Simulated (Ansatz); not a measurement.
# BGeO (doublet): wave-function methods side by side, cc-pVDZ

One table from this session's results is given with a row withheld; the runs are named, their logs left out.

Program: Ansatz 0.2.0, Gaussian basis. Level of theory: cc-pVDZ, core rule «outside noble gas», up to 16 orbitals frozen. These are calculated values, not measurements.

Plan: UHF; CCSD(T) on ROHF; CCSD(T) on UHF; BCCD(T) on ROHF; CISD as a restricted active space (open shells left free, so some higher excitations enter); CCSDT(Q) on ROHF; CCSDT(Q) on UHF; CASSCF and MRCISD+Q, 11 electrons in 11 orbitals; CASSCF and NEVPT2, 11 electrons in 11 orbitals.

15 further runs of the same task are left out: 7 that didn't finish, 8 set aside as unsound or not needed. Runs told in other sessions of the task aren't counted.

### What is computed

The geometry is a PBE0/def2-TZVP stationary point (not a proven minimum). No spin-orbit coupling is included. The filled d shell of Ge may be among the frozen orbitals whatever the setting's name suggests.

3 atoms, charge 0, spin multiplicity 2.

Atoms are counted from 1 here; the program's logs count them from 0.

Bond lengths: Ge1–B2 2.094 Å, B2–O3 1.207 Å. Angles: Ge1–B2–O3 180.0°.

Geometry (Å):

| atom | x (Å) | y (Å) | z (Å) |
| --- | --- | --- | --- |
| Ge1 | 0.0000 | 0.0000 | 1.7986 |
| B2 | 0.0000 | 0.0000 | -0.2957 |
| O3 | 0.0000 | 0.0000 | -1.5029 |

Set-up of the first run:

The input, in.yaml:

```yaml
crystal:
  periodic: [false, false, false]
  atoms:
    - {symbol: Ge, position_ang: [0.000000, 0.000000, 1.798600]}
    - {symbol: B, position_ang: [0.000000, 0.000000, -0.295700]}
    - {symbol: O, position_ang: [0.000000, 0.000000, -1.502900]}
basis:
  gaussian: {orbitals: cc-pVDZ}
magnetization: {spin_polarized: true, initial_magnetization: 1}
hamiltonian: {xc: hf}
output: {orbitals: {seedname: orbitals}}
```

Command:

```sh
> ansatz run in.yaml --threads 1 --pin off --events-out ev --progress --plain --max-ram 2393MiB
```

Steps of the session up to this table: UHF; CCSD(T) on ROHF; CCSD(T) on UHF; BCCD(T) on ROHF; CISD as a restricted active space (open shells left free, so some higher excitations enter); CCSDT(Q) on ROHF; CCSDT(Q) on UHF; CASSCF and MRCISD+Q, 11 electrons in 11 orbitals; CASSCF and NEVPT2, 11 electrons in 11 orbitals.

One of the session's tables, all rows but one given; the rest of the session is left out.

| method | from UCCSDT(Q) (kcal/mol) |
| --- | --- |
| ROHF | +218.66 |
| UHF | +216.51 |
| RMP2 | +20.75 |
| UMP2 | +20.92 |
| CISD | +29.76 |
| RCCSD | +9.25 |
| UCCSD | +9.13 |
| RCCSD(T) | +1.50 |
| UCCSD(T) | +1.44 |
| BCCD(T) | +1.43 |
| RCCSDT | +0.88 |
| UCCSDT | +0.82 |
| RCCSDT(Q) | +0.25 |
| UCCSDT(Q) | 0 |
| CASSCF valence | +125.55 |
| NEVPT2 valence | ? |
| MRCISD valence | +9.97 |
| MRCISD+Q valence | +1.85 |

Estimate the missing values for NEVPT2 valence.

**Answer.** from UCCSDT(Q) (kcal/mol): +26.06. In the column «from UCCSDT(Q) (kcal/mol)» it lies between UMP2 (+20.92) and CISD (+29.76).

With the free atoms at the same levels and basis (separate runs), the atomisation energy is 10.755 eV at UCCSDT(Q), 10.724 eV at RCCSD(T), 10.715 eV at UCCSD(T), 7.981 eV at ROHF.

Caveats from the session: Restricted and unrestricted rows rest on different reference determinants; a gap between their highest levels can come from leftover correlation error, from unlike frozen cores or from another state.
